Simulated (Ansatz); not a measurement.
# KTlCr2F6 (element-swapped structure): how the settings move a single-point run

Question: which choices in the input matter for KTlCr2F6 (element-swapped structure)?

Program: Ansatz 0.2.0. Level of theory: reference: DFT r2SCAN, plane waves, PAW, scalar-relativistic, no spin polarisation. These are calculated values, not measurements.

1 further run of the same task is left out (it didn't finish).

## (1) The starting structure

Symmetry: Fm-3m, No. 225, cubic system. Conventional cell: a = 8.222 Å, b = 8.222 Å, c = 8.222 Å, α = 90.00°, β = 90.00°, γ = 90.00°. Around F (site symmetry 4mm) lie 1 Tl at 1.93 Å and 1 K at 2.18 Å. K (site symmetry m-3m) is surrounded by 6 F at 2.18 Å. Cr (site symmetry -43m) has 12 F at 2.91 Å as nearest neighbours. Tl (site symmetry m-3m) is surrounded by 6 F at 1.93 Å.

As a file:

```cif
data_structure
_symmetry_space_group_name_H-M 'P 1'
_symmetry_Int_Tables_number 1
_cell_length_a 5.8142
_cell_length_b 5.8142
_cell_length_c 5.8142
_cell_angle_alpha 60.000
_cell_angle_beta 60.000
_cell_angle_gamma 60.000
_cell_volume 138.98
loop_
_atom_site_label
_atom_site_type_symbol
_atom_site_fract_x
_atom_site_fract_y
_atom_site_fract_z
_atom_site_occupancy
F1 F 0.76500 0.23500 0.23500 1
F2 F 0.23500 0.76500 0.23500 1
F3 F 0.23500 0.76500 0.76500 1
F4 F 0.76500 0.23500 0.76500 1
F5 F 0.23500 0.23500 0.76500 1
F6 F 0.76500 0.76500 0.23500 1
K1 K 0.50000 0.50000 0.50000 1
Cr1 Cr 0.25000 0.25000 0.25000 1
Cr2 Cr 0.75000 0.75000 0.75000 1
Tl1 Tl 0.00000 0.00000 0.00000 1
```

## (2) Reference

input.yaml

```yaml
crystal:
  lattice:
    - [0.0, 4.11123, 4.11123]
    - [4.11123, 0.0, 4.11123]
    - [4.11123, 4.11123, 0.0]
  atoms:
    - { symbol: F, position: [0.765, 0.235, 0.235] }
    - { symbol: F, position: [0.235, 0.765, 0.235] }
    - { symbol: F, position: [0.235, 0.765, 0.765] }
    - { symbol: F, position: [0.765, 0.235, 0.765] }
    - { symbol: F, position: [0.235, 0.235, 0.765] }
    - { symbol: F, position: [0.765, 0.765, 0.235] }
    - { symbol: K, position: [0.5, 0.5, 0.5] }
    - { symbol: Cr, position: [0.25, 0.25, 0.25] }
    - { symbol: Cr, position: [0.75, 0.75, 0.75] }
    - { symbol: Tl, position: [0.0, 0.0, 0.0] }
  symmetry: { tolerance: 0.0003 }
kpoints:
  mp_grid: { grid: [4, 4, 4], shift: [0, 0, 0] }
magnetization:
  spin_polarized: false
scf:
  occupations: { method: fermi_dirac, width: 0.0699 }
hamiltonian:
  pseudopotentials: { kind: paw }
  xc: r2scan
basis:
  ecutwfc: 500
output:
  forces: true
  stress: true
  eigenvalues: true
```

Command:

```
> ansatz run input.yaml --threads 1 --pin off --max-ram 2560MiB --backend cpu --events-out ev --progress --plain --runs-dir out
```

The program printed (excerpt; [...] marks lines left out):

```text
Warning: RAYON_NUM_THREADS=1 ignored (pool sized by the plan → 1); use --threads N
[...]
Pseudopotentials: kind: paw
Pseudopotential: F, paw, valence charge 7, recommended cutoff 500 eV (meta_gga), F.paw.azcp
Pseudopotential: K, paw, valence charge 9, recommended cutoff 500 eV (meta_gga), K.paw.azcp
Pseudopotential: Cr, paw, valence charge 14, recommended cutoff 500 eV (meta_gga), Cr.paw.azcp
Pseudopotential: Tl, paw, valence charge 13, recommended cutoff 500 eV (meta_gga), Tl.paw.azcp
Functional definition: r2SCAN
[...]
Crystal: 10 atoms, lattice volume = 138.978 Å³
Basis set: ecut = 500 eV, 3527 PW (Γ), exchange–correlation on 180×180×180 points (64 copies of the dense FFT grid, shifted against one another)
Bands: 56, of which v1, the nominal top of the filled ones, is band 46 counted from 1 (45 counted from 0)
Symmetry: 48 space group operations
Space group: Fm-3m (ITA 225), of the structure as read, at distance tolerance 1.6e-3 Å
k-points: 8 of 64
[...]
SCF iter   1: F=—  HF=-24608.455576 eV  |F-HF|=—  |Δ(HF+E_count)|=         —  Δρ=2.82e-2  dr2=5.64e-1  dr2_τ=4.99e-1  ethr=1.77e-3  ⟨swp⟩=6.2  Hψ=1647  notcnv=0
[...]
SCF iter  11: F=-24609.533759 eV  HF=-24609.533759 eV  |F-HF|=2.00e-8  |Δ(HF+E_count)|=   3.70e-7  Δρ=3.82e-6  dr2=3.11e-8  dr2_τ=9.24e-10  ethr=1.09e-10  ⟨swp⟩=3.0  Hψ=1519  notcnv=0
[...]
SCF converged after 11 iterations
Free energy (F): -24609.533759 eV
[...]
E sigma→0 (E₀):  -24609.409153 eV
Entropy (-TS):   -0.249213 eV (-24.921 meV/atom)
Fermi energy:    9.192052 eV
[...]
--- Forces (eV/Å), atoms counted from 1 ---
  atom   1  F      3.76806425     0.00000000    -0.00000000
  atom   2  F     -0.00000000     3.76806425     0.00000000
  atom   3  F     -3.76806425    -0.00000000    -0.00000000
  atom   4  F      0.00000000    -3.76806425     0.00000000
  atom   5  F     -0.00000000    -0.00000000     3.76806425
  atom   6  F     -0.00000000    -0.00000000    -3.76806425
  atom   7  K      0.00000000    -0.00000000     0.00000000
  atom   8  Cr     0.00000000     0.00000000    -0.00000000
[...]
--- Stress (GPa, compression-positive) ---
       34.197522       0.000000      -0.000000
        0.000000      34.197522       0.000000
       -0.000000      -0.000000      34.197522
  P = ⅓ Tr σ = 34.1975 GPa (341.975 kbar)
--- Band table (eV; the first three rows and the last of 8) ---
[...]
```

Wall time 13 s (1 thread of Intel Xeon Platinum 8259CL at 2.50GHz (Skylake/Cascade Lake), shared host); peak memory 0.9 GiB.

## (3) Changing settings: dr2_threshold 1.0e-05

input.yaml, as its differences from that of step 2:

```diff
@@ -23,2 +23,3 @@
   occupations: { method: fermi_dirac, width: 0.0699 }
+  convergence: { dr2_threshold: 1.0e-05 }
 hamiltonian:
```

Command:

```
> ansatz run input.yaml --threads 1 --pin off --max-ram 2560MiB --backend cpu --events-out ev --progress --plain --runs-dir out
```

The program printed (excerpt; [...] marks lines left out):

```text
Warning: scf.convergence.dr2_threshold = 1e-5 eV is looser than this run's default, which is 1e-7 eV or tighter. The error in the forces grows as the threshold's square root, so leave the key out unless less accurate forces are enough
Warning: output.stress: scf.convergence.dr2_threshold = 1e-5 eV is looser than the 1e-9 eV advised for a printed stress (1e-10 eV for each atom of the cell: 10). What an SCF threshold leaves in a stress goes as its square root, and in the free energy as the threshold itself, and one [...]
Warning: RAYON_NUM_THREADS=1 ignored (pool sized by the plan → 1); use --threads N
[...]
[... 6 set-up lines as earlier in the session ...]
[...]
Crystal: 10 atoms, lattice volume = 138.978 Å³
[...]
k-points: 8 of 64
[...]
SCF iter   1: F=—  HF=-24608.455576 eV  |F-HF|=—  |Δ(HF+E_count)|=         —  Δρ=2.82e-2  dr2=5.64e-1  dr2_τ=4.99e-1  ethr=1.77e-3  ⟨swp⟩=6.2  Hψ=1647  notcnv=0
[...]
SCF iter  10: F=-24609.533759 eV  HF=-24609.533759 eV  |F-HF|=6.63e-8  |Δ(HF+E_count)|=   2.00e-5  Δρ=4.29e-5  dr2=9.45e-7  dr2_τ=8.92e-8  ethr=1.09e-8  ⟨swp⟩=6.2  Hψ=1587  notcnv=0
[...]
SCF converged after 10 iterations
Free energy (F): -24609.533759 eV
[...]
E sigma→0 (E₀):  -24609.409131 eV
Entropy (-TS):   -0.249255 eV (-24.926 meV/atom)
Fermi energy:    9.191586 eV
[...]
--- Forces (eV/Å), atoms counted from 1 ---
  atom   1  F      3.76805522     0.00000000    -0.00000000
  atom   2  F     -0.00000000     3.76805522    -0.00000000
  atom   3  F     -3.76805522    -0.00000000     0.00000000
  atom   4  F      0.00000000    -3.76805522    -0.00000000
  atom   5  F      0.00000000     0.00000000     3.76805522
  atom   6  F      0.00000000     0.00000000    -3.76805522
  atom   7  K      0.00000000    -0.00000000    -0.00000000
  atom   8  Cr     0.00000000     0.00000000     0.00000000
[...]
--- Stress (GPa, compression-positive) ---
       34.197761      -0.000000      -0.000000
        0.000000      34.197761      -0.000000
        0.000000      -0.000000      34.197761
  P = ⅓ Tr σ = 34.1978 GPa (341.978 kbar)
--- Band table (eV; the first three rows and the last of 8) ---
[...]
```

It took 12 s on 1 thread of Intel Xeon Platinum 8259CL at 2.50GHz (Skylake/Cascade Lake), shared host; peak memory 0.9 GiB.

The changed convergence setting doesn't alter the result here (within 0.5 meV/atom). Cost: 10 SCF cycles against 11.

## (4) Changing settings: dispersion d3bjatm

input.yaml, as its differences from that of step 2:

```diff
@@ -26,2 +26,3 @@
   xc: r2scan
+  dispersion: d3bjatm
 basis:
@@ -32 +33,5 @@
   eigenvalues: true
+  write_density: true
+  write_potential: true
+  elf: true
+  volumetric_format: npy
```

Command:

```
> ansatz run input.yaml --threads 1 --pin off --max-ram 2560MiB --backend cpu --events-out ev --progress --plain --runs-dir out
```

The program printed (excerpt; [...] marks lines left out):

```text
Warning: RAYON_NUM_THREADS=1 ignored (pool sized by the plan → 1); use --threads N
[...]
[... 6 set-up lines as earlier in the session ...]
[...]
Crystal: 10 atoms, lattice volume = 138.978 Å³
Basis set: ecut = 500 eV, 3527 PW (Γ), exchange–correlation on 180×180×180 points (64 copies of the dense FFT grid, shifted against one another)
Bands: 56, of which v1, the nominal top of the filled ones, is band 46 counted from 1 (45 counted from 0)
[... 1 set-up line as earlier in the session ...]
[...]
SCF converged after 11 iterations
Free energy (F): -24610.294011 eV
[...]
E sigma→0 (E₀):  -24610.169405 eV
Entropy (-TS):   -0.249213 eV (-24.921 meV/atom)
Fermi energy:    9.192052 eV
[...]
--- Forces (eV/Å), atoms counted from 1 ---
  atom   1  F      3.76834907     0.00000000     0.00000000
  atom   2  F     -0.00000000     3.76834907    -0.00000000
  atom   3  F     -3.76834907    -0.00000000     0.00000000
  atom   4  F      0.00000000    -3.76834907     0.00000000
  atom   5  F     -0.00000000     0.00000000     3.76834907
  atom   6  F      0.00000000    -0.00000000    -3.76834907
  atom   7  K      0.00000000    -0.00000000     0.00000000
  atom   8  Cr     0.00000000    -0.00000000     0.00000000
[...]
--- Stress (GPa, compression-positive) ---
       33.441652      -0.000000       0.000000
       -0.000000      33.441652       0.000000
       -0.000000      -0.000000      33.441652
  P = ⅓ Tr σ = 33.4417 GPa (334.417 kbar)
--- Band table (eV; the first three rows and the last of 8) ---
[...]
```

Run time: 14 s. Hardware: 1 thread of Intel Xeon Platinum 8259CL at 2.50GHz (Skylake/Cascade Lake), shared host; peak memory 0.89 GiB.

The energy moves by -76.0 meV/atom, nearly all of it the dispersion term itself (-76.0 meV/atom); that offset belongs to the model and is no gain or loss of stability; the pressure goes from 34.2 to 33.4 GPa.

## (5) Changed: dr2_threshold 1.0e-06

input.yaml, as its differences from that of step 2:

```diff
@@ -23,2 +23,3 @@
   occupations: { method: fermi_dirac, width: 0.0699 }
+  convergence: { dr2_threshold: 1.0e-06 }
 hamiltonian:
```

Command:

```
> ansatz run input.yaml --threads 1 --pin off --max-ram 2560MiB --backend cpu --events-out ev --progress --plain --runs-dir out
```

The program printed (excerpt; [...] marks lines left out):

```text
Warning: scf.convergence.dr2_threshold = 1e-6 eV is looser than this run's default, which is 1e-7 eV or tighter. The error in the forces grows as the threshold's square root, so leave the key out unless less accurate forces are enough
Warning: output.stress: scf.convergence.dr2_threshold = 1e-6 eV is looser than the 1e-9 eV advised for a printed stress (1e-10 eV for each atom of the cell: 10). What an SCF threshold leaves in a stress goes as its square root, and in the free energy as the threshold itself, and one [...]
Warning: RAYON_NUM_THREADS=1 ignored (pool sized by the plan → 1); use --threads N
[...]
[... 6 set-up lines as earlier in the session ...]
[...]
Crystal: 10 atoms, lattice volume = 138.978 Å³
[...]
k-points: 8 of 64
[...]
SCF iter   1: F=—  HF=-24608.455576 eV  |F-HF|=—  |Δ(HF+E_count)|=         —  Δρ=2.82e-2  dr2=5.64e-1  dr2_τ=4.99e-1  ethr=1.77e-3  ⟨swp⟩=6.2  Hψ=1647  notcnv=0
[...]
SCF iter  10: F=-24609.533759 eV  HF=-24609.533759 eV  |F-HF|=6.74e-8  |Δ(HF+E_count)|=   2.00e-5  Δρ=4.29e-5  dr2=9.45e-7  dr2_τ=8.91e-8  ethr=1.09e-9  ⟨swp⟩=4.2  Hψ=1654  notcnv=0
[...]
SCF converged after 10 iterations
Free energy (F): -24609.533759 eV
[...]
E sigma→0 (E₀):  -24609.409131 eV
Entropy (-TS):   -0.249255 eV (-24.926 meV/atom)
Fermi energy:    9.191585 eV
[...]
--- Forces (eV/Å), atoms counted from 1 ---
  atom   1  F      3.76804939     0.00000000     0.00000000
  atom   2  F     -0.00000000     3.76804939    -0.00000000
  atom   3  F     -3.76804939    -0.00000000     0.00000000
  atom   4  F      0.00000000    -3.76804939     0.00000000
  atom   5  F      0.00000000     0.00000000     3.76804939
  atom   6  F      0.00000000    -0.00000000    -3.76804939
  atom   7  K      0.00000000    -0.00000000     0.00000000
  atom   8  Cr     0.00000000    -0.00000000     0.00000000
[...]
--- Stress (GPa, compression-positive) ---
       34.197803      -0.000000      -0.000000
        0.000000      34.197803       0.000000
        0.000000      -0.000000      34.197803
  P = ⅓ Tr σ = 34.1978 GPa (341.978 kbar)
--- Band table (eV; the first three rows and the last of 8) ---
[...]
```

Wall time 12 s (1 thread of Intel Xeon Platinum 8259CL at 2.50GHz (Skylake/Cascade Lake), shared host); peak memory 0.91 GiB.

The changed convergence setting doesn't alter the result here (within 0.5 meV/atom). Cost: 10 SCF cycles against 11.

## (6) Comparison

```csv
run,ending,energy change,pressure (GPa),gap (eV),force (eV/Å),cycles,time
reference,converged,0,34.2,0.00,3.77,11,13 s
1: dr2_threshold 1.0e-05,converged,0.0 meV/atom,34.2,0.00,3.77,10,12 s
2: dispersion d3bjatm,converged,-76.0 meV/atom (offset of the dispersion model),33.4,0.00,3.77,11,14 s
3: dr2_threshold 1.0e-06,converged,0.0 meV/atom,34.2,0.00,3.77,10,12 s
```

Times don't compare one to one where runs were asked for different outputs or read a saved state (see the inputs); cycles may leave out searches for a lower state.

Residual by cycle in the longest SCF loop of each run; runs are numbered as in the table. The quantity is the density residual dr2, in eV.

```csv
cycle,reference,run 1,run 2,run 3
1,0.564,0.564,0.564,0.564
2,0.414,0.414,0.414,0.414
3,0.228,0.228,0.228,0.228
4,0.0886,0.0886,0.0886,0.0886
5,0.0275,0.0275,0.0275,0.0275
6,0.00163,0.00163,0.00163,0.00163
7,0.00136,0.00136,0.00136,0.00136
8,2.6e-4,2.6e-4,2.6e-4,2.6e-4
9,2.1e-5,2.1e-5,2.1e-5,2.1e-5
10,9.4e-7,9.4e-7,9.4e-7,9.4e-7
11,3.1e-8,-,3.1e-8,-
```

**Reading.** Of the converged runs whose energies compare with the reference's, none moves it noticeably. The structure is not at rest: the sound run finds 34 GPa, so these are no properties of the relaxed crystal. The reference has no spin polarisation; with Cr present, a magnetic state may lie lower.

Caveats on the reference run: its mesh is coarse for a cell with so small a gap or none; the structure is made up and not relaxed.
